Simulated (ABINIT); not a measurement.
Al3Cl:

```
CELL_PARAMETERS angstrom
4.00408 0.00000 0.00000
0.00000 4.00408 0.00000
0.00000 0.00000 4.00408
ATOMIC_POSITIONS crystal
Al 0.00000 0.50000 0.50000
Al 0.50000 0.00000 0.50000
Al 0.50000 0.50000 0.00000
Cl 0.00000 0.00000 0.00000
```

The cell was built by a generator and needn't be a form met in nature.

```yaml
Program: ABINIT 10.8.3 (patched build)
Task: relaxation of cell and atoms
Functional: PBE
Potentials_or_basis: JTH PAW PBE v2.0
Cutoff: 680 eV
k_mesh: 7 × 7 × 7
Occupations: fermi-dirac, width 0.05 eV
Spin: no spin polarisation
```

At the start: pressure 15.9 GPa; volume 16.05 Å³/atom.

How do energy, volume and symmetry change on relaxing?

Over 6 steps the energy falls by 174.2 meV/atom and the volume is 20.39 Å³/atom (+27.0 %); space group Pm-3m (No. 221, to 0.05 Å).

The path:
```
step  energy change (eV)  largest force (eV/Å)  pressure (GPa)  volume (Å³)
   1              0.0000                0.0000           15.85        64.20
   2             -0.2683                0.0000           11.45        67.36
   3             -0.6749                0.0000            2.02        77.92
   4             -0.6960                0.0000            0.37        80.80
   5             -0.6968                0.0000            0.03        81.49
   6             -0.6968                0.0000            0.00        81.56
```

Final structure:
```cif
data_structure
_symmetry_space_group_name_H-M 'P 1'
_symmetry_Int_Tables_number 1
_cell_length_a 4.3366
_cell_length_b 4.3366
_cell_length_c 4.3366
_cell_angle_alpha 90.000
_cell_angle_beta 90.000
_cell_angle_gamma 90.000
_cell_volume 81.56
loop_
_atom_site_label
_atom_site_type_symbol
_atom_site_fract_x
_atom_site_fract_y
_atom_site_fract_z
_atom_site_occupancy
Al1 Al 0.00000 0.50000 0.50000 1
Al2 Al 0.50000 0.00000 0.50000 1
Al3 Al 0.50000 0.50000 0.00000 1
Cl1 Cl 0.00000 0.00000 0.00000 1
```

Caveat: the volume moved by over 15 % at a fixed basis, so the end points are rough.
